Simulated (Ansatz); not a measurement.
# CH7NOSi2: small, medium and large basis sets

How large a basis does CH7NOSi2 need? Two functionals are run in growing sets.

The runs use Ansatz 0.2.0, Gaussian basis; one geometry, several basis sets.

Plan: PBE0-D4/def2-SVP; ωB97M-V/def2-SVP; PBE0-D4/def2-QZVPP; ωB97M-V/def2-QZVPP; the functionals' def2-TZVPP values are taken from earlier runs.

## (1) Structure used throughout

All runs share one geometry, relaxed beforehand with PBE0-D4 in a triple-zeta def2 set.

SMILES `C=N[SiH2]O[SiH3]`, 12 atoms, charge 0, spin multiplicity 1.

Atoms are counted from 1 here; the program's logs count them from 0.

Bond lengths: C1–N2 1.257 Å, C1–H6 1.096 Å, C1–H7 1.101 Å, N2–Si3 1.727 Å, Si3–O4 1.637 Å, Si3–H8 1.480 Å, Si3–H9 1.483 Å, O4–Si5 1.634 Å, Si5–H10 1.486 Å, Si5–H11 1.484 Å, Si5–H12 1.487 Å. Angles: N2–C1–H6 120.3°, N2–C1–H7 124.1°, H6–C1–H7 115.6°, C1–N2–Si3 126.9°, N2–Si3–O4 113.5°, N2–Si3–H8 107.0°, N2–Si3–H9 107.0°, O4–Si3–H8 108.4°, O4–Si3–H9 109.5°, H8–Si3–H9 111.4°, Si3–O4–Si5 147.6°, O4–Si5–H10 109.0°, O4–Si5–H11 109.4°, O4–Si5–H12 110.3°, H10–Si5–H11 109.3°, H10–Si5–H12 109.3°, H11–Si5–H12 109.4°.

## (2) PBE0-D4 in def2-SVP

in.yaml

```yaml
crystal:
  periodic: [false, false, false]
  atoms:
    - {symbol: C, position_ang: [-1.686658, 1.581339, 0.455429]}
    - {symbol: N, position_ang: [-1.445577, 1.272247, -0.738532]}
    - {symbol: Si, position_ang: [-0.427291, -0.008010, -1.292505]}
    - {symbol: O, position_ang: [0.255213, -0.869910, -0.079984]}
    - {symbol: Si, position_ang: [1.603765, -1.219316, 0.773754]}
    - {symbol: H, position_ang: [-2.354419, 2.419580, 0.686599]}
    - {symbol: H, position_ang: [-1.264538, 1.056184, 1.325664]}
    - {symbol: H, position_ang: [-1.273784, -0.918568, -2.094645]}
    - {symbol: H, position_ang: [0.636319, 0.612302, -2.119523]}
    - {symbol: H, position_ang: [1.398477, -0.818191, 2.189266]}
    - {symbol: H, position_ang: [1.864154, -2.678848, 0.709202]}
    - {symbol: H, position_ang: [2.771442, -0.484009, 0.219274]}
basis:
  gaussian: {orbitals: def2-SVP}
hamiltonian: {xc: pbe0, dispersion: d4}
output: {orbitals: {seedname: orbitals}}
```

Launch:

```
> ansatz run in.yaml --threads 4 --pin off --events-out ev --progress --plain --max-ram 10444MiB
```

Standard output:

```text
Functional definition: PBE0
  name "PBE0"
  cite "Adamo & Barone, J. Chem. Phys. 110, 6158 (1999) doi:10.1063/1.478522"
  cite "Perdew, Burke & Ernzerhof, Phys. Rev. Lett. 77, 3865 (1996) doi:10.1103/PhysRevLett.77.3865"
  parent pbe
  parameter a = 0.25
  parameter kappa = 0.804
  parameter beta = 0.06672455060314922
  exchange = (1 - a)*pbe_x(kappa = kappa, mu = beta*pi^2/3) + a*exact_x
  correlation = pbe_c(beta = beta)
1271 factors; their error is unknown
mean field evaluation 1: about -20417.9317 eV, gradient 5.7e1 eV
mean field evaluation 2: about -20409.1483 eV, gradient 8.7e1 eV
mean field evaluation 4: about -20424.1780 eV, gradient 3.9e0 eV
mean field evaluation 8: about -20424.3083 eV, gradient 2.3e-1 eV
mean field -20424.30837496 eV, -750.5794886864 hartree, gradient 4.6e-5 eV, S^2 0.000000; 0 other end points of the search recorded, 0 dependent functions left out
reference -20424.30840606 eV, -750.5794898293 hartree; 28, 28 occupied and 85, 85 virtual orbitals, 1271 factors
Total energy: -20424.53846798 eV, -750.5879444489 hartree
```

It took 0.8 s on 4 threads, shared host; peak memory 0.28 GiB.

## (3) ωB97M-V in def2-SVP

Edit in.yaml of step 2 so:

```diff
@@ -17,3 +17,3 @@
   gaussian: {orbitals: def2-SVP}
-hamiltonian: {xc: pbe0, dispersion: d4}
+hamiltonian: {xc: {name: wB97M-V}}
 output: {orbitals: {seedname: orbitals}}
```

Same command.

Standard output, cut to the lines that bear on the results:

```text
Functional definition: wB97M-V
  name "wB97M-V"
  cite "Mardirossian & Head-Gordon, J. Chem. Phys. 144, 214110 (2016) doi:10.1063/1.4952647"
  cite "Becke, J. Chem. Phys. 107, 8554 (1997) doi:10.1063/1.475007"
  cite "Vydrov & Van Voorhis, J. Chem. Phys. 133, 244103 (2010) doi:10.1063/1.3521275"
  # Of w^i u^j: cxij and so on, Table III.
[...]
  gx(w, u) = 1 - cx + cx01*u + cx10*w
  gss(w, u) = css00 + css04*u^4 + css10*w + css20*w^2 + css43*w^4*u^3
  gos(w, u) = cos00 + cos10*w + (cos20 + cos21*u)*w^2 + (cos60 + cos61*u)*w^6
[...]
      + integral(e_c_pw_mod_opposite_spin*gos(b97_w_opposite, b97_u_opposite)) + vv10(b, c)
1271 factors; their error is unknown
365 factors; integrals over basis functions are off by at most 9.8e-6 eV
[...]
mean field -20433.26625611 eV, -750.9086847469 hartree, gradient 6.7e-5 eV, S^2 0.000000; 0 other end points of the search recorded, 0 dependent functions left out
reference -20433.26630527 eV, -750.9086865532 hartree; 28, 28 occupied and 85, 85 virtual orbitals, 1271 factors
Total energy: -20433.26630527 eV, -750.9086865532 hartree
```

It took 2.9 s on 4 threads, shared host; peak memory 0.38 GiB.

## (4) PBE0-D4 in def2-QZVPP

Edit in.yaml of step 3 so:

```diff
@@ -16,4 +16,4 @@
 basis:
-  gaussian: {orbitals: def2-SVP}
-hamiltonian: {xc: {name: wB97M-V}}
+  gaussian: {orbitals: "def2-QZVPP.json"}
+hamiltonian: {xc: pbe0, dispersion: d4}
 output: {orbitals: {seedname: orbitals}}
```

Same command.

Standard output:

```text
Functional definition: PBE0
  name "PBE0"
  cite "Adamo & Barone, J. Chem. Phys. 110, 6158 (1999) doi:10.1063/1.478522"
  cite "Perdew, Burke & Ernzerhof, Phys. Rev. Lett. 77, 3865 (1996) doi:10.1103/PhysRevLett.77.3865"
  parent pbe
  parameter a = 0.25
  parameter kappa = 0.804
  parameter beta = 0.06672455060314922
  exchange = (1 - a)*pbe_x(kappa = kappa, mu = beta*pi^2/3) + a*exact_x
  correlation = pbe_c(beta = beta)
1724 factors; their error is unknown
mean field evaluation 1: about -20427.5784 eV, gradient 7.1e1 eV
mean field evaluation 2: about -20412.5180 eV, gradient 1.1e2 eV
mean field evaluation 4: about -20436.3858 eV, gradient 6.8e0 eV
mean field evaluation 8: about -20436.4995 eV, gradient 2.2e-1 eV
mean field -20436.49955670 eV, -751.0275063517 hartree, gradient 5.3e-5 eV, S^2 0.000000; 0 other end points of the search recorded, 0 dependent functions left out
reference -20436.49960374 eV, -751.0275080805 hartree; 28, 28 occupied and 493, 493 virtual orbitals, 1724 factors
Total energy: -20436.72966566 eV, -751.0359627001 hartree
```

Run time: 7.5 s. Hardware: 4 threads, shared host; peak memory 2.1 GiB.

## (5) ωB97M-V in def2-QZVPP

Edit in.yaml of step 4 so:

```diff
@@ -17,3 +17,3 @@
   gaussian: {orbitals: "def2-QZVPP.json"}
-hamiltonian: {xc: pbe0, dispersion: d4}
+hamiltonian: {xc: {name: wB97M-V}}
 output: {orbitals: {seedname: orbitals}}
```

The command is unchanged.

Standard output, cut to the lines that bear on the results:

```text
Functional definition: wB97M-V
  name "wB97M-V"
  cite "Mardirossian & Head-Gordon, J. Chem. Phys. 144, 214110 (2016) doi:10.1063/1.4952647"
  cite "Becke, J. Chem. Phys. 107, 8554 (1997) doi:10.1063/1.475007"
  cite "Vydrov & Van Voorhis, J. Chem. Phys. 133, 244103 (2010) doi:10.1063/1.3521275"
  # Of w^i u^j: cxij and so on, Table III.
[...]
  gx(w, u) = 1 - cx + cx01*u + cx10*w
  gss(w, u) = css00 + css04*u^4 + css10*w + css20*w^2 + css43*w^4*u^3
  gos(w, u) = cos00 + cos10*w + (cos20 + cos21*u)*w^2 + (cos60 + cos61*u)*w^6
[...]
      + integral(e_c_pw_mod_opposite_spin*gos(b97_w_opposite, b97_u_opposite)) + vv10(b, c)
1684 factors; their error is unknown
431 factors; integrals over basis functions are off by at most 9.4e-6 eV
[...]
mean field -20445.61406393 eV, -751.3624583143 hartree, gradient 2.5e-5 eV, S^2 0.000000; 0 other end points of the search recorded, 0 dependent functions left out
reference -20445.61414084 eV, -751.3624611407 hartree; 28, 28 occupied and 493, 493 virtual orbitals, 1684 factors
Total energy: -20445.61414084 eV, -751.3624611407 hartree
```

It took 16 s on 4 threads, shared host; peak memory 2.5 GiB.

## (6) Density functionals: the series

The def2-TZVPP values come from earlier runs at the same geometry.

| functional | basis | functions | energy (eV) | from the largest (eV) | HOMO (eV) | LUMO (eV) |
| --- | --- | --- | --- | --- | --- | --- |
| PBE0-D4 | def2-SVP | 113 | -20424.5385 | 12.191 | -7.18 | -0.80 |
| PBE0-D4 | def2-TZVPP | 275 | -20435.8959 | 0.834 | -7.31 | -1.02 |
| PBE0-D4 | def2-QZVPP | 521 | -20436.7297 | 0.000 | -7.33 | -1.08 |
| ωB97M-V | def2-SVP | 113 | -20433.2663 | 12.348 | -9.51 | 1.53 |
| ωB97M-V | def2-TZVPP | 275 | -20444.8446 | 0.770 | -9.67 | 1.21 |
| ωB97M-V | def2-QZVPP | 521 | -20445.6141 | 0.000 | -9.69 | 1.07 |

## (7) Summary of results

| quantity | value |
| --- | --- |
| PBE0-D4: double and triple zeta above quadruple | 12.19, 0.83 eV |
| ωB97M-V: double and triple zeta above quadruple | 12.35, 0.77 eV |

What this shows: For PBE0-D4 the step from double to triple zeta gains 11.36 eV and the next only 0.83 eV. These are total energies; as a rule much of such shifts cancels in differences, which this series doesn't test.

For PBE0-D4 the largest set took about 9 times as long as the smallest (7.5 s against 0.8 s).
